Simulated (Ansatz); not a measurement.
**CH₅BClGaO: one species, many methods**

The task here is to estimate one member of a computed series from the others.

The runs use Ansatz 0.2.0, Gaussian basis; functionals in def2-TZVPP, the program's frozen cores in correlated methods.

The runs, in order: LDA (SPW92), PBE-D4, revPBE-D4, BLYP-D4, r2SCAN-D4, B97M-V, PBE0-D4, B3LYP-D4, r2SCANh-D4, r2SCAN0-D4, HSE06-D4, BHLYP-D4, CAM-B3LYP-D4, LC-ωPBE, ωB97X-V, ωB97M-V, B2PLYP, PBE-QIDH; CCSD(T)/def2-SVP; CCSD(T)/def2-TZVPP; MP2/def2-QZVPP; extrapolation to the limit; RPA on PBE.

## Structure used throughout

The geometry comes from an earlier relaxation with PBE0-D4 in a triple-zeta def2 set; it is a stationary point, not always the lowest conformer.

SMILES `B[CH](Cl)[GaH][OH]`, 10 atoms, charge 0, spin multiplicity 1.

Atoms are counted from 1 here; the program's logs count them from 0.

Bond lengths: B1–C2 1.569 Å, B1–H6 1.197 Å, B1–H7 1.194 Å, C2–Cl3 1.845 Å, C2–Ga4 1.967 Å, C2–H8 1.088 Å, Ga4–O5 1.787 Å, Ga4–H9 1.551 Å, O5–H10 0.959 Å. Angles: C2–B1–H6 119.2°, C2–B1–H7 119.7°, H6–B1–H7 120.8°, B1–C2–Cl3 75.5°, B1–C2–Ga4 118.5°, B1–C2–H8 117.0°, Cl3–C2–Ga4 111.6°, Cl3–C2–H8 105.8°, Ga4–C2–H8 118.5°, C2–Ga4–O5 116.9°, C2–Ga4–H9 126.6°, O5–Ga4–H9 116.3°, Ga4–O5–H10 115.2°.

Set-up of the first run:

File in.yaml:

```yaml
crystal:
  periodic: [false, false, false]
  atoms:
    - {symbol: B, position_ang: [1.303121, -0.544209, 0.924991]}
    - {symbol: C, position_ang: [0.191781, -0.663960, -0.175768]}
    - {symbol: Cl, position_ang: [-0.219058, -1.989818, 1.039816]}
    - {symbol: Ga, position_ang: [-1.209531, 0.714673, -0.246564]}
    - {symbol: O, position_ang: [-1.151140, 1.859106, -1.617857]}
    - {symbol: H, position_ang: [1.135692, 0.202770, 1.845215]}
    - {symbol: H, position_ang: [2.345557, -1.107755, 0.777462]}
    - {symbol: H, position_ang: [0.461554, -1.178300, -1.095383]}
    - {symbol: H, position_ang: [-2.324251, 0.956390, 0.804387]}
    - {symbol: H, position_ang: [-0.450624, 1.700004, -2.253198]}
basis:
  gaussian: {orbitals: def2-TZVPP}
hamiltonian: {xc: lda}
output: {orbitals: {seedname: orbitals}}
```

Steps of the session up to this table: LDA; PBE-D4 (GGA); revPBE-D4 (GGA); BLYP-D4 (GGA); r2SCAN-D4 (meta-GGA); B97M-V (meta-GGA); PBE0-D4 (hybrid); B3LYP-D4 (hybrid); r2SCANh-D4 (hybrid); r2SCAN0-D4 (hybrid); HSE06-D4 (hybrid); BHLYP-D4 (hybrid); CAM-B3LYP-D4 (range-separated); LC-ωPBE (range-separated); ωB97X-V (range-separated); ωB97M-V (range-separated); B2PLYP (double hybrid); PBE-QIDH (double hybrid).

One table of the session follows, with a row left open; its other results are not shown here.

It belongs to the step «Orbital energies across the functionals». 

| functional | HOMO (eV) | gap (eV) |
| --- | --- | --- |
| LDA (SPW92) | -6.90 | 4.50 |
| PBE-D4 | -6.75 | 4.63 |
| revPBE-D4 | -6.69 | 4.69 |
| BLYP-D4 | ? | ? |
| r2SCAN-D4 | -7.03 | 5.16 |
| B97M-V | -7.13 | 5.13 |
| PBE0-D4 | -8.06 | 6.82 |
| B3LYP-D4 | -7.85 | 6.33 |
| r2SCANh-D4 | -7.51 | 5.96 |
| r2SCAN0-D4 | -8.24 | 7.14 |
| HSE06-D4 | -7.66 | 6.04 |
| BHLYP-D4 | -9.28 | 8.82 |
| CAM-B3LYP-D4 | -9.43 | 9.11 |
| LC-ωPBE | -10.77 | 11.68 |
| ωB97X-V | -10.41 | 11.15 |
| ωB97M-V | -10.27 | 10.78 |

**Question.** Estimate the row for BLYP-D4.

Worked estimate for «HOMO (eV)». Against the share of exact exchange, B3LYP-D4 (0.2, -7.85), BHLYP-D4 (0.5, -9.28) give a slope of -4.77 per unit share; at 0 the line stands at -6.90.

**Answer.** HOMO (eV): -6.64; gap (eV): 4.59. In «HOMO (eV)» the line misses by -0.26.
